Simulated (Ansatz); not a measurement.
# A workflow on SiCl2OF (SMILES [O][Si](F)(Cl)Cl)

We compute a series of 8 runs (UHF/STO-3G, UHF/3-21G, UHF/6-31G*) of Cl2FOSi. 

The calculation is run with Ansatz 0.2.0.

### 1 The molecule

The species is SiCl2OF (5 atoms), meant as a doublet with charge 0. SMILES: `[O][Si](F)(Cl)Cl`. The shape is that of a PBE0-D4/def2-TZVP optimisation. The run starts from this shape.

Bond lengths: O1–Si2 1.643 Å, Si2–F3 1.574 Å, Si2–Cl4 2.012 Å, Si2–Cl5 2.011 Å. Angles: O1–Si2–F3 113.3°, O1–Si2–Cl4 105.6°, O1–Si2–Cl5 107.2°, F3–Si2–Cl4 108.3°, F3–Si2–Cl5 107.9°, Cl4–Si2–Cl5 114.8°.

### 2 A structure relaxation at UHF/STO-3G (start density atoms) (run 1)

Contents of run.yaml:

```yaml
crystal:
  periodic: [false, false, false]
  atoms:
    - {symbol: O, position_ang: [1.205200, -1.120900, 0.351000]}
    - {symbol: Si, position_ang: [0.002000, -0.037300, 0.071900]}
    - {symbol: F, position_ang: [-0.944500, 0.175500, 1.311100]}
    - {symbol: Cl, position_ang: [-1.088600, -0.815800, -1.428500]}
    - {symbol: Cl, position_ang: [0.875700, 1.725000, -0.347000]}
basis:
  gaussian:
    orbitals: STO-3G
magnetization:
  spin_polarized: true
  initial_magnetization: 1
hamiltonian:
  xc: hf
relax:
  f_tol: 0.002
output: {orbitals: {seedname: orbitals}}
```

The run is started by

```
$ ansatz run run.yaml --threads 1 --pin off --max-ram 3480MiB --events-out events.jsonl --progress --plain --runs-dir runs
```

The program printed:

```text
Warning: RAYON_NUM_THREADS=1 ignored (pool sized by the plan → 1); use --threads N
The last accepted step is kept in runs//last_step.txt (removed where the run ends without a failure and the disk answers)
[... 117 lines left out ...]
Total energy: -37191.72852941 eV, -1366.7708139966 hartree
[... 5 lines left out ...]
Dipole moment:     0.040938    -0.178586     0.338701 e Å
```

It took 21 s on 1 thread of Arm Neoverse V2, shared host; peak memory 0.12 GiB.

Step by step:

| step | energy from the first frame kept (eV) | largest force (eV/Å) |
| --- | --- | --- |
| 1 | 0.0000 | 2.3816 |
| 2 | -0.1562 | 1.8507 |
| 3 | -0.1970 | 0.5660 |
| 4 | -0.2017 | 0.1341 |
| 5 | -0.2034 | 0.1006 |
| 6 | -0.2043 | 0.1060 |
| 7 | -0.2047 | 0.0406 |
| 8 | -0.2052 | 0.0377 |
| 9 | -0.2053 | 0.0148 |
| 10 | -0.2053 | 0.0296 |
| 11 | -0.2054 | 0.0081 |
| 12 | -0.2054 | 0.0285 |
| 13 | -0.2054 | 0.0221 |
| 14 | -0.2054 | 0.0121 |
| 15 | -0.2054 | 0.0039 |
| 16 | -0.2054 | 0.0020 |

After the run. Bond lengths: O1–Si2 1.706 Å, Si2–F3 1.595 Å, Si2–Cl4 2.073 Å, Si2–Cl5 2.073 Å. Angles: O1–Si2–F3 108.1°, O1–Si2–Cl4 110.3°, O1–Si2–Cl5 110.8°, F3–Si2–Cl4 109.6°, F3–Si2–Cl5 109.3°, Cl4–Si2–Cl5 108.8°.

### 3 The harmonic vibrations at UHF/STO-3G (start density atoms) (run 2)

Contents of input.yaml:

```yaml
crystal:
  periodic: [false, false, false]
  atoms:
    - symbol: O
      position_ang: [1.234538, -1.181458, 0.466139]
    - symbol: Si
      position_ang: [0.014066, -0.053973, 0.078418]
    - symbol: F
      position_ang: [-0.917536, 0.128780, 1.360445]
    - symbol: Cl
      position_ang: [-1.122128, -0.743427, -1.512270]
    - symbol: Cl
      position_ang: [0.840860, 1.776577, -0.434232]
basis:
  gaussian:
    orbitals: STO-3G
magnetization:
  spin_polarized: true
  initial_magnetization: 1
hamiltonian:
  xc: hf
phonons:
  temperatures: {t_min: 298.15, t_max: 298.15, t_step: 1}
```

The run is started by

```
$ ansatz run input.yaml --threads 1 --pin off --max-ram 3480MiB --events-out events.jsonl --progress --plain --runs-dir runs
```

The program printed:

```text
Warning: RAYON_NUM_THREADS=1 ignored (pool sized by the plan → 1); use --threads N
[... 170 lines left out ...]
Total energy: -37191.72849671 eV, -1366.7708127952 hartree
[... 5 lines left out ...]
Dipole moment:     0.040938    -0.178586     0.338701 e Å
Vibrations: 14.97 182.01 271.89 288.23 297.83 547.15 717.07 932.23 1028.09 cm⁻¹, zero-point energy 0.265293 eV
```

Wall time 19 s (1 thread of Arm Neoverse V2, shared host); peak memory 0.12 GiB.

Run 3 isn't shown in full; the table further down has it.

### 4 The singlet cation: a structure relaxation at UHF/STO-3G (start density atoms) (run 4)

Contents of job.yaml:

```yaml
crystal:
  periodic: [false, false, false]
  atoms:
    - {symbol: O, position_ang: [1.234538, -1.181458, 0.466139]}
    - {symbol: Si, position_ang: [0.014066, -0.053973, 0.078418]}
    - {symbol: F, position_ang: [-0.917536, 0.128780, 1.360445]}
    - {symbol: Cl, position_ang: [-1.122128, -0.743427, -1.512270]}
    - {symbol: Cl, position_ang: [0.840860, 1.776577, -0.434232]}
basis:
  gaussian: {orbitals: STO-3G}
magnetization: {spin_polarized: true, initial_magnetization: 0}
hamiltonian: {xc: hf}
total_charge: 1
relax: {}
```

The run is started by

```
$ ansatz run job.yaml --threads 1 --pin off --max-ram 3480MiB --events-out events.jsonl --progress --plain --runs-dir runs
```

The program printed:

```text
Warning: RAYON_NUM_THREADS=1 ignored (pool sized by the plan → 1); use --threads N
The last accepted step is kept in runs//last_step.txt (removed where the run ends without a failure and the disk answers)
[... 77 lines left out ...]
Total energy: -37182.98568479 eV, -1366.4495203833 hartree
[... 5 lines left out ...]
Dipole moment:     0.289191    -0.433764     0.485319 e Å
```

Run time: 21 s. Hardware: 1 thread of Arm Neoverse V2, shared host; peak memory 0.15 GiB.

The path in brief:

| step | energy from the first frame kept (eV) | largest force (eV/Å) |
| --- | --- | --- |
| 1 | 0.0000 | 8.1967 |
| 2 | -0.7956 | 4.1563 |
| 3 | -1.1120 | 1.1507 |
| 4 | -1.1603 | 0.6207 |
| 5 | -1.1741 | 0.1705 |
| 6 | -1.1752 | 0.0513 |
| 7 | -1.1753 | 0.0036 |

After the run. Bond lengths: O1–Si2 2.015 Å, Si2–F3 1.575 Å, Si2–Cl4 2.037 Å, Si2–Cl5 2.037 Å. Angles: O1–Si2–F3 95.8°, O1–Si2–Cl4 98.6°, O1–Si2–Cl5 98.6°, F3–Si2–Cl4 117.4°, F3–Si2–Cl5 117.4°, Cl4–Si2–Cl5 119.9°.

Runs 5 to 7 aren't shown in full; the table further down has their settings and results.

### 5 The harmonic vibrations at UHF/6-31G(d) (Cartesian functions, start density atoms) (run 8)

Contents of run.yaml:

```yaml
crystal:
  periodic: [false, false, false]
  atoms:
    - symbol: O
      position_ang: [1.212939, -1.123693, 0.386612]
    - symbol: Si
      position_ang: [0.002395, -0.040946, 0.066906]
    - symbol: F
      position_ang: [-0.931206, 0.156908, 1.311004]
    - symbol: Cl
      position_ang: [-1.101833, -0.792725, -1.441565]
    - symbol: Cl
      position_ang: [0.867504, 1.726957, -0.364457]
basis:
  gaussian: {orbitals: "6-31G*"}
magnetization: {spin_polarized: true, initial_magnetization: 1}
hamiltonian: {xc: hf}
phonons: {temperatures: {t_min: 298.15, t_max: 298.15, t_step: 1}}
```

The run is started by

```
$ ansatz run run.yaml --threads 1 --pin off --max-ram 3480MiB --events-out events.jsonl --progress --plain --runs-dir runs
```

The program printed:

```text
Warning: RAYON_NUM_THREADS=1 ignored (pool sized by the plan → 1); use --threads N
[... 172 lines left out ...]
Total energy: -37615.50883898 eV, -1382.3444531249 hartree
[... 5 lines left out ...]
Dipole moment:    -0.033895     0.049174    -0.053116 e Å
Vibrations: 133.23 175.28 288.36 308.90 333.24 542.94 692.14 922.72 1046.75 cm⁻¹, zero-point energy 0.275466 eV
```

Wall time 53 s (1 thread of Arm Neoverse V2, shared host); peak memory 0.27 GiB.

### 6 The series

| run | level | task | walk f tol | partner | energy (Eh) | dipole moment (D) | ⟨S²⟩ | wall time |
| --- | --- | --- | --- | --- | --- | --- | --- | --- |
| 1 | UHF/STO-3G (start density atoms) | optimise | 0.002 | base | -1366.770814 | 1.85 | 0.757 | 21 s |
| 2 | UHF/STO-3G (start density atoms) | frequencies | – | base | -1366.770813 | 1.85 | 0.757 | 19 s |
| 3 | UHF/STO-3G (start density atoms) | energy | – | cation | -1366.406323 | – | 1.004 | 4.2 s |
| 4 | UHF/STO-3G (start density atoms) | optimise | – | cation | -1366.449520 | – | 1.000 | 21 s |
| 5 | UHF/3-21G (start density atoms) | optimise | 0.002 | base | -1375.483347 | 0.33 | 0.754 | 21 s |
| 6 | UHF/3-21G (start density atoms) | frequencies | – | base | -1375.483347 | 0.33 | 0.754 | 26 s |
| 7 | UHF/6-31G* (Cartesian functions, start density atoms) | optimise | 0.002 | base | -1382.344454 | 0.38 | 0.756 | 29 s |
| 8 | UHF/6-31G* (Cartesian functions, start density atoms) | frequencies | – | base | -1382.344453 | 0.38 | 0.756 | 53 s |

### 7 Results

| quantity | value |
| --- | --- |
| run 8, UHF/6-31G*: total energy | -1382.34445 Eh |
| run 8, UHF/6-31G*: dipole moment | 0.38 D |
| run 8, UHF/6-31G*: ⟨S²⟩ | 0.756 |
| run 8, UHF/6-31G*: largest force on an atom | 0.000 eV/Å |
| run 8, UHF/6-31G*: lowest harmonic wavenumber | 133 cm⁻¹ |
| run 8, UHF/6-31G*: highest harmonic wavenumber | 1047 cm⁻¹ |
| run 8, UHF/6-31G*: zero-point energy | 26.6 kJ/mol |
| vertical ionisation energy (to the singlet cation) | 9.918 eV |
| adiabatic ionisation energy (to the singlet cation, no zero-point term) | 8.743 eV |

Removing an electron at fixed nuclei costs 9.92 eV (229 kcal/mol). Only the singlet of the ionised species was computed; a triplet could lie lower. Its partner is spin-contaminated (⟨S²⟩ = 1.00 against 0.00), so the difference is in doubt. In a minimal basis such a difference can be off by several eV, whatever the method. The adiabatic ionisation energy (to the singlet cation, no zero-point term) is 8.74 eV (844 kJ/mol). In runs 1, 2, 3, 4 the basis is minimal, so the values are rough. Spin contamination of the reference: run 3 ⟨S²⟩ = 1.00, run 4 ⟨S²⟩ = 1.00. Where it is this large, the reference is a mixture of spin states, and values that rest on it are in doubt. All runs together took 3.2 min, the longest 53 s.
